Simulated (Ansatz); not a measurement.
# SnF4 (SMILES [F][Sn]([F])([F])[F]) at B2PLYP/def2-SVP (core potential)

Aim: the electronic atomisation energy of SnF4 at B2PLYP/def2-SVP (core potential), from 3 runs. 

Program for the calculation: Ansatz 0.2.0.

48 further runs of the same task are left out: 21 that didn't finish, 27 set aside as unsound or not needed. Runs told in other sessions of the task aren't counted.

### Step 1. The structure to begin with

SnF4: 5 atoms, total charge 0, spin state singlet. As SMILES, `[F][Sn]([F])([F])[F]`. The coordinates come from a PBE0-D4/def2-TZVP relaxation.

Bond lengths: F1–Sn2 1.876 Å, Sn2–F3 1.876 Å, Sn2–F4 1.876 Å, Sn2–F5 1.876 Å. Angles: F1–Sn2–F3 109.5°, F1–Sn2–F4 109.5°, F1–Sn2–F5 109.5°, F3–Sn2–F4 109.5°, F3–Sn2–F5 109.5°, F4–Sn2–F5 109.5°.

### Step 2. A single-point energy at B2PLYP/def2-SVP (core potential)

in.yaml reads:

```yaml
crystal:
  periodic: [false, false, false]
  atoms:
    - {symbol: F, position_ang: [0.130300, -0.871400, 1.656700]}
    - {symbol: Sn, position_ang: [0.009900, -0.014700, -0.008300]}
    - {symbol: F, position_ang: [-1.285400, 1.340000, 0.078100]}
    - {symbol: F, position_ang: [-0.477600, -1.263800, -1.320800]}
    - {symbol: F, position_ang: [1.672500, 0.736200, -0.447200]}
basis:
  gaussian: {orbitals: def2-SVP}
output: {orbitals: {seedname: orbitals}}
accuracy: high
correlation: {frozen_orbitals: {F: 1, Sn: 4}}
hamiltonian: {xc: {name: B2PLYP}}
```

Launch:

```
$ ansatz run in.yaml --threads 1 --pin off --max-ram 3480MiB --events-out events.jsonl --progress --plain --runs-dir runs
```

The program printed:

```text
Warning: RAYON_NUM_THREADS=1 ignored (pool sized by the plan → 1); use --threads N
Functional definition: B2PLYP
  name "B2PLYP"
  parameter a = 0.53
  parameter c = 0.27
  exchange = (1 - a)*b88_x + a*exact_x
  correlation = (1 - c)*lyp_c + c*(mp2_os + mp2_ss)
1743 factors; integrals over basis functions are off by at most 3.2e-9 eV
mean field evaluation 1: about -16663.8134 eV, gradient 5.8e1 eV
mean field evaluation 2: about -16663.9331 eV, gradient 5.8e1 eV
mean field evaluation 4: about -16669.5564 eV, gradient 1.1e0 eV
mean field evaluation 8: about -16669.5829 eV, gradient 5.4e-2 eV
mean field evaluation 16: about -16669.5829 eV, gradient 1.1e-6 eV
mean field -16669.58291622 eV, -612.5958731218 hartree, gradient 5.0e-8 eV, S^2 0.000000; 0 other end points of the search recorded, 0 dependent functions left out
8 core orbitals not correlated: weight in the atoms' cores, before any rotation towards them, 1.000 or more for the frozen orbitals, at most 0.000 for the correlated occupied ones
reference -16669.58294002 eV, -612.5958739967 hartree; 21, 21 occupied and 53, 53 virtual orbitals, 1743 factors
second order -28.37219234 eV of doubles, -0.00000000 eV of singles
Total energy: -16677.24343195 eV, -612.8773918827 hartree
```

Wall time 11 s (1 thread of Arm Neoverse V1, shared host); peak memory 0.27 GiB.

### Step 3. The F atom at the same level

input.yaml reads:

```yaml
crystal:
  periodic: [false, false, false]
  atoms:
    - {symbol: F, position_ang: [0.000000, 0.000000, 0.000000]}
basis:
  gaussian:
    orbitals: def2-SVP
magnetization:
  spin_polarized: true
  initial_magnetization: 1
hamiltonian:
  xc: {name: B2PLYP}
correlation:
  frozen_orbitals: {F: 1}
accuracy: high
```

Run the same way, it converges to -99.57218 Eh (log not shown).

### Step 4. The Sn atom

molecule.yaml reads:

```yaml
crystal:
  periodic: [false, false, false]
  atoms:
    - symbol: Sn
      position_ang: [0.000000, 0.000000, 0.000000]
basis:
  gaussian:
    orbitals: def2-SVP
magnetization:
  spin_polarized: true
  initial_magnetization: 2
hamiltonian:
  xc: {name: B2PLYP}
correlation:
  frozen_orbitals: {Sn: 4}
accuracy: high
```

Run the same way, it converges to -213.97636 Eh (log not shown).

### Step 5. What came out

Level: B2PLYP/def2-SVP (core potential), 8 core orbitals frozen.

| quantity | value |
| --- | --- |
| molecule: total energy | -612.87739 Eh |
| molecule: HOMO energy (SCF part's orbitals) | -14.25 eV |
| molecule: LUMO energy (SCF part's orbitals) | -2.09 eV |
| molecule: HOMO–LUMO gap (SCF part's orbitals) | 12.17 eV |
| F atom: total energy | -99.57218 Eh |
| F atom: ⟨S²⟩ | 0.751 |
| Sn atom: total energy | -213.97636 Eh |
| Sn atom: ⟨S²⟩ | 2.004 |
| electronic atomisation energy | 16.661 eV |

Taking the molecule apart into free atoms costs 16.66 eV (384 kcal/mol), before zero-point energy and without spin-orbit coupling.
